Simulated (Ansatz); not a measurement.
**C₂H₉ClSi₂: a ladder of functionals and wavefunction methods**

One table from this session's results is given with a row withheld; the runs are named, their logs left out.

Program: Ansatz 0.2.0, Gaussian basis. Level of theory: functionals in def2-TZVPP, the program's frozen cores in correlated methods. These are calculated values, not measurements.

Plan: PBE-D4, r2SCAN-D4, PBE0-D4, B3LYP-D4, ωB97X-V, ωB97M-V, B2PLYP; CCSD(T)/def2-TZVPP; MP2/def2-QZVPP; extrapolation to the limit.

## Structure used throughout

An earlier PBE0-D4 in a triple-zeta def2 set relaxation fixed the geometry.

SMILES `C[SiH2][SiH](C)Cl`, 14 atoms, charge 0, spin multiplicity 1.

Atoms are counted from 1 here; the program's logs count them from 0.

Bond lengths: C1–Si2 1.874 Å, C1–H6 1.092 Å, C1–H7 1.092 Å, C1–H8 1.092 Å, Si2–Si3 2.341 Å, Si2–H9 1.492 Å, Si2–H10 1.491 Å, Si3–C4 1.864 Å, Si3–Cl5 2.079 Å, Si3–H11 1.489 Å, C4–H12 1.094 Å, C4–H13 1.092 Å, C4–H14 1.092 Å. Angles: Si2–C1–H6 110.3°, Si2–C1–H7 110.9°, Si2–C1–H8 110.8°, H6–C1–H7 108.4°, H6–C1–H8 108.1°, H7–C1–H8 108.3°, C1–Si2–Si3 111.0°, C1–Si2–H9 110.8°, C1–Si2–H10 110.7°, Si3–Si2–H9 108.8°, Si3–Si2–H10 107.9°, H9–Si2–H10 107.4°, Si2–Si3–C4 114.1°, Si2–Si3–Cl5 106.6°, Si2–Si3–H11 111.2°, C4–Si3–Cl5 108.6°, C4–Si3–H11 110.0°, Cl5–Si3–H11 105.9° and more.

Set-up of the first run:

The input, in.yaml:

```yaml
crystal:
  periodic: [false, false, false]
  atoms:
    - {symbol: C, position_ang: [-0.876786, 2.384475, 0.017680]}
    - {symbol: Si, position_ang: [0.087934, 0.955606, 0.751364]}
    - {symbol: Si, position_ang: [-0.186470, -0.986305, -0.526141]}
    - {symbol: C, position_ang: [0.918470, -2.397728, -0.013968]}
    - {symbol: Cl, position_ang: [0.260159, -0.472745, -2.490454]}
    - {symbol: H, position_ang: [-0.565243, 2.560731, -1.014016]}
    - {symbol: H, position_ang: [-0.712149, 3.300196, 0.589499]}
    - {symbol: H, position_ang: [-1.947409, 2.168895, 0.017006]}
    - {symbol: H, position_ang: [-0.356292, 0.678100, 2.148916]}
    - {symbol: H, position_ang: [1.544283, 1.271543, 0.799866]}
    - {symbol: H, position_ang: [-1.607941, -1.429794, -0.534804]}
    - {symbol: H, position_ang: [0.678728, -2.708955, 1.006624]}
    - {symbol: H, position_ang: [1.968052, -2.098748, -0.045271]}
    - {symbol: H, position_ang: [0.781561, -3.254370, -0.677399]}
basis:
  gaussian: {orbitals: def2-TZVPP}
hamiltonian: {xc: pbe, dispersion: d4}
output: {forces: true, orbitals: {seedname: orbitals}}
```

On the command line:

```sh
ansatz run in.yaml --threads 2 --pin off --events-out ev --progress --plain --max-ram 22528MiB --backend cuda --devices 0, --max-vram 18GiB
```

Steps of the session up to this table: PBE-D4 (GGA); r2SCAN-D4 (meta-GGA); PBE0-D4 (hybrid); B3LYP-D4 (hybrid); ωB97X-V (range-separated); ωB97M-V (range-separated); B2PLYP (double hybrid); CCSD(T) in def2-TZVPP; MP2 in def2-QZVPP.

One of the session's tables, all rows but one given; the rest of the session is left out.

```
            method  atomisation energy (kJ/mol)
            PBE-D4                       4872.8
         r2SCAN-D4                       4868.0
           PBE0-D4                       4850.3
          B3LYP-D4                       4847.4
           ωB97X-V                       4880.8
           ωB97M-V                       4866.5
            B2PLYP                       4788.7
     HF/def2-TZVPP                       3726.0
    MP2/def2-TZVPP                            ?
   CCSD/def2-TZVPP                       4691.7
CCSD(T)/def2-TZVPP                       4742.3
           MP2/CBS                       4874.8
       CCSD(T)/CBS                       4858.8
```

Estimate the missing values for MP2/def2-TZVPP.

As computed: atomisation energy (kJ/mol): 4758.3. In the column «atomisation energy (kJ/mol)» it lies between CCSD(T)/def2-TZVPP (4742.3) and B2PLYP (4788.7).

Limits of these values: Free atoms (2 C, 2 Si, 1 Cl, 9 H) were run apart at each level; the atomisation energy is their sum less the molecule, without zero-point or spin-orbit terms.
